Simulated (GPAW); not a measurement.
GdO in GPAW: convergence with bands over the usual count

The system is GdO.

```xyz
2
Lattice="2.8018 0.0000 0.0000 0.0000 2.8018 0.0000 0.0000 0.0000 2.8018" Properties=species:S:1:pos:R:3 pbc="T T T"
Gd    0.0000    0.0000    0.0000
O     1.4009    1.4009    1.4009
```

The cell comes from a database or a generator and needn't be the stable form of this composition.

```yaml
Program: GPAW 26.7.0
Task: convergence study
Functional: PBE
Potentials_or_basis: GPAW PAW data sets (gpaw-data 1.2.1)
Cutoff: 800 eV
Basis: pw
k_mesh: 7 × 7 × 7
Occupations: fermi-dirac, width 0.05 eV
Spin: collinear spin, ferromagnetic start
Starting_moments: "[7.0, 0.0] μB"
```

These are the settings of the first run; the series varies bands over the usual count, with any setting tied to it.

Hardware: 1 thread of Arm Neoverse V2, with other jobs on the host.

| bands over the usual count | energy less the tightest run, at zero smearing (meV/atom) | SCF cycles | CPU time (s) | peak memory (GiB) |
| --- | --- | --- | --- | --- |
| 0.72 | 0.00 | 18 | 26 | 0.18 |
| 0.8 | 0.00 | 18 | 28 | 0.18 |
| 0.9 | 0.00 | 18 | 32 | 0.19 |
| 1 | 0.00 | 18 | 34 | 0.19 |
| 1.3 | 0.00 | 18 | 45 | 0.19 |
| 1.7 | 0.00 | 18 | 55 | 0.2 |
| 2.5 | 0.00 | 18 | 80 | 0.21 |

Against the tightest run, the energy stays within 1 meV/atom from 0.72 on. The tightest run that finished is the yardstick and may itself not be fully converged.

Caveat, for the tightest run too: one-centre terms of the f shell are cut off; a cell with one magnetic atom can't hold antiferromagnetic order, which such compounds often take. The state reached can hang on the start; a lower one may exist.
